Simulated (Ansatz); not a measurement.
This script makes vertical spin-state energies of C2H6OSeSi, SMILES C[Si]1([SeH])CO1 with Ansatz 0.2.0, Python API.

The script, `spin_c2h6osesi.py`:
```python
"""Vertical spin-state energies of C2H6OSeSi."""

import ansatz as az
from ase import Atoms

BASIS_SET = "def2-SVPD"
LEVEL = "mp2"


def main() -> None:
    atoms = Atoms(["C", "Si", "Se", "C", "O", "H", "H", "H", "H", "H", "H"], positions=[
        (-1.7133, 0.2722, 0.1223),
        (0.0081, -0.2494, 0.2487),
        (0.7523, -0.8107, 2.3044),
        (1.2615, -0.0007, -1.1532),
        (1.0242, 1.0682, -0.3554),
        (-1.8748, 1.3216, 0.5994),
        (-2.3963, -0.4185, 0.613),
        (-2.002, 0.4174, -0.9667),
        (2.0863, -1.3398, 1.7433),
        (2.1939, -0.4658, -1.0064),
        (0.7253, 0.1486, -2.1288),
    ])
    molecule = az.Crystal.molecule_from_ase(atoms)

    calculation = molecule.calculation().basis(gaussian=BASIS_SET).correlation(LEVEL)
    found = {}
    for unpaired in [0, 2]:
        data = calculation.spin("collinear", total=unpaired).run(threads=1).report
        s = unpaired / 2
        found[unpaired] = data["free_energy_ev"]
        print(f"2S+1 = {unpaired + 1}: E = {found[unpaired]:.5f} eV, <S^2> = {abs(data['mean_field']['state']['spin_squared']):.3f} (pure state {s * (s + 1):.2f})")
    lowest = min(found, key=found.get)
    for unpaired, e in found.items():
        print(f"multiplicity {unpaired + 1}: {96.485332 * (e - found[lowest]):.1f} kJ/mol above the lowest")


if __name__ == "__main__":
    main()
```

Which spin state is lowest at this geometry, and how far above lie the others?

In order: multiplicity 1 (+0.00 eV) and multiplicity 3 (+3.73 eV), all at the one geometry.

The output:

```console
$ python spin_c2h6osesi.py
2S+1 = 1: E = -77367.17426 eV, <S^2> = 0.000 (pure state 0.00)
2S+1 = 3: E = -77363.44657 eV, <S^2> = 2.026 (pure state 2.00)
multiplicity 1: 0.0 kJ/mol above the lowest
multiplicity 3: 359.7 kJ/mol above the lowest
```

What to keep in mind:
- Total energies depend on the basis set; only differences at equal settings carry meaning.
- The geometry is a force-field or estimated start, not a minimum of this method, and the basis set is short of its limit. All parts are taken at fixed geometry, without zero-point energy.
- S² is that of the Hartree-Fock reference.
- Timing: 2 min on 1 thread of Arm Neoverse N1 (shared host), peak memory 0.81 GiB.
